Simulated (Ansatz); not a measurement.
**HfH₂ (singlet): the correlation ladder at a displaced geometry (v1), def2-TZVPP**

The task here is to estimate one member of a computed series from the others.

Computed with Ansatz 0.2.0, Gaussian basis. Level: def2-TZVPP, core rule «outside noble gas», up to 4 orbitals frozen.

The runs, in order: UHF; CCSD(T) on RHF; CCSD(T) on UHF; CCSDT(Q) on RHF; CCSDT(Q) on UHF.

24 further runs of the same task are left out: 6 for a known fault of the program, 9 that didn't finish, 9 set aside as unsound or not needed. Runs told in other sessions of the task aren't counted.

### What is computed

The geometry is a PBE0/def2-TZVP stationary point (not a proven minimum) with its atoms shifted at random (size 0.040 Å). No spin-orbit coupling is included. Elements past krypton take def2 core potentials.

3 atoms, charge 0, spin multiplicity 1.

Atoms are counted from 1 here; the program's logs count them from 0.

Bond lengths: Hf1–H2 1.923 Å, Hf1–H3 1.859 Å. Angles: H2–Hf1–H3 178.3°.

As a file:

```xyz
3

Hf   -0.01543   -0.00901    0.02164
H    -0.01627   -0.02515   -1.90131
H     0.03170    0.03416    1.87967
```

The first run:

in.yaml

```yaml
crystal:
  periodic: [false, false, false]
  atoms:
    - {symbol: Hf, position_ang: [-0.015433, -0.009008, 0.021640]}
    - {symbol: H, position_ang: [-0.016266, -0.025151, -1.901313]}
    - {symbol: H, position_ang: [0.031698, 0.034159, 1.879673]}
basis:
  gaussian: {orbitals: def2-TZVPP}
magnetization: {spin_polarized: true, initial_magnetization: 0}
hamiltonian: {xc: hf}
output: {orbitals: {seedname: orbitals}}
```

Run with:

```console
$ ansatz run in.yaml --threads 1 --pin off --events-out ev --progress --plain --max-ram 2393MiB
```

Steps of the session up to this table: UHF; CCSD(T) on RHF; CCSD(T) on UHF; CCSDT(Q) on RHF; CCSDT(Q) on UHF.

One table of the session follows, with a row left open; its other results are not shown here.

```
   method  from RCCSDT(Q) (kcal/mol)
      RHF                     +79.71
      UHF                     +69.78
     RMP2                     +19.53
     UMP2                     +19.10
    RCCSD                      +3.56
    UCCSD                          ?
 RCCSD(T)                      +0.96
 UCCSD(T)                      +2.16
   RCCSDT                      +0.14
   UCCSDT                      +1.28
RCCSDT(Q)                          0
UCCSDT(Q)                      +1.16
```

Estimate the missing values for UCCSD.

The run gave: from RCCSDT(Q) (kcal/mol): +4.05. In the column «from RCCSDT(Q) (kcal/mol)» it lies between RCCSD (+3.56) and UMP2 (+19.10).

To keep in mind: The determinant of HF (⟨S²⟩ 0.84) is far from a pure spin state, so its energy mixes those of several spin states; that is harmless only where they are near-degenerate. The determinant of CCSD(T) (⟨S²⟩ 0.84) is far from a pure spin state, so its energy mixes those of several spin states; high orders of coupled cluster remove much of that, low ones don't. The determinant of CCSDT(Q) (⟨S²⟩ 0.84) is far from a pure spin state, so its energy mixes those of several spin states; high orders of coupled cluster remove much of that, low ones don't. Warnings: restricted reference is unstable; spin contamination. Restricted and unrestricted rows rest on different reference determinants; a gap between their highest levels can come from leftover correlation error, from unlike frozen cores or from another state.
